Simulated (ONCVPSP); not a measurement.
# An ONCV potential for Cl, from input to tests

Task: generate the file, and judge it by its errors in other configurations, its logarithmic derivatives, its ghosts and its cutoff.

Method: ONCVPSP 4.0.1, PBEsol, scalar-relativistic.

## Step 1: Starting point

The settings as typed:

* element: chlorine (Cl, Z = 17)
* type: optimised norm-conserving Vanderbilt (ONCV)
* frozen core: [Ne]
* valence charge: 7
* reference configuration: 3s2 3p5
* partial waves: 3s: rc 1.10 bohr, ncon 4, nbas 7, qcut 5.1 1/bohr, 2 projectors, debl 2 Ha; 3p: rc 1.10 bohr, ncon 4, nbas 9, qcut 6.8 1/bohr, 2 projectors, debl 2.4 Ha
* local potential: polynomial inside 0.80 bohr (lpopt 3, dvloc0 3 Ha)
* core correction: polynomial model core, fcfact 0.25

The outer shells as boxes (Hund's rule for the drawing; the calculation is spin-unpolarised):

```
[Ne] core
3s [↑↓]
3p [↑↓][↑↓][↑ ]
```

An earlier all-electron run gives the scale for the radii.

All-electron outer shells of the reference configuration (PBEsol, scalar-relativistic, ld1.x):

| shell | level (eV) | outermost node (bohr) | outermost maximum (bohr) |
| --- | --- | --- | --- |
| 2s | -252.19 | 0.12 | 0.36 |
| 2p | -191.42 | – | 0.30 |
| 3s | -20.62 | 0.56 | 1.27 |
| 3p | -8.56 | 0.53 | 1.43 |

## Step 2: The generation run

Input file Cl.dat:

```
# ATOM AND REFERENCE CONFIGURATION
# atsym  z   nc   nv     iexc    psfile
  Cl 17.00    3    2  -116133      upf
#
#   n    l    f
    1    0    2.00
    2    0    2.00
    2    1    6.00
    3    0    2.00
    3    1    5.00
#
# PSEUDOPOTENTIAL AND OPTIMIZATION
# lmax
    1
#
#   l,   rc,      ep,       ncon, nbas, qcut
    0    1.10    0.00    4    7    5.10
    1    1.10    0.00    4    9    6.80
#
# LOCAL POTENTIAL
# lloc, lpopt,  rc(5),   dvloc0
    4    3    0.80    3.00
#
# VANDERBILT-KLEINMAN-BYLANDER PROJECTORs
# l, nproj, debl
    0    2    2.00
    1    2    2.40
#
# MODEL CORE CHARGE
# icmod, fcfact, rcfact
    1    0.25    0.00
#
# LOG DERIVATIVE ANALYSIS
# epsh1, epsh2, depsh
   -2.00    5.00    0.02
#
# OUTPUT GRID
# rlmax, drl
    6.00    0.01
#
# TEST CONFIGURATIONS
# ncnf
    4
# nvcnf
#   n    l    f
    2
    3    0    2.00
    3    1    4.00
#
    2
    3    0    2.00
    3    1    3.00
#
    2
    3    0    2.00
    3    1    2.00
#
    2
    3    0    2.00
    3    1    4.50
#
```

Started as:

```sh
$ oncvpsp.x < Cl.dat > Cl.out
```

Before running it: what results should come out? Wanted: cutoffs for 1 and 0.1 mHa per electron, occupied waves; bound ghosts; GHOST(+) flags; largest test error; largest phase difference near zero energy, channels read; rms error of d²Exc/dn², without and with the model core.

**Answer**, as computed:

| quantity | value |
| --- | --- |
| cutoffs for 1 and 0.1 mHa per electron, occupied waves | 25 Ha and 192 Ha |
| bound ghosts | none found |
| GHOST(+) flags | s at 152 eV, p at 1087 eV, p at 2222 eV (2 near or above the test basis's cutoff) |
| largest test error (AE − PS) | +45 meV, for 3s2 3p2 |
| largest phase difference near zero energy, channels read | 0.000 rad |
| rms error of d²Exc/dn², without and with the model core | 1.84 and 0.31 mHa |

By total energies transferability is fair: the largest error is 45 meV on 77.5 eV, for 3s2 3p2. That test lies far up in energy; among those under 40 eV, nearer to bonding, the largest error is 11 meV. It counts as of middling hardness, with 25 Ha needed at the looser tolerance. The tighter tolerance needs 192 Ha, and converged work needs a cutoff nearer that. At the looser tolerance the 3s wave is the slowest; 3p needs 10 Ha. It is free of bound ghosts as far as tested. Near zero energy the phases of the channels with partial waves agree within 0.001 rad. The program also flags highly localised states, GHOST(+) (s, p).
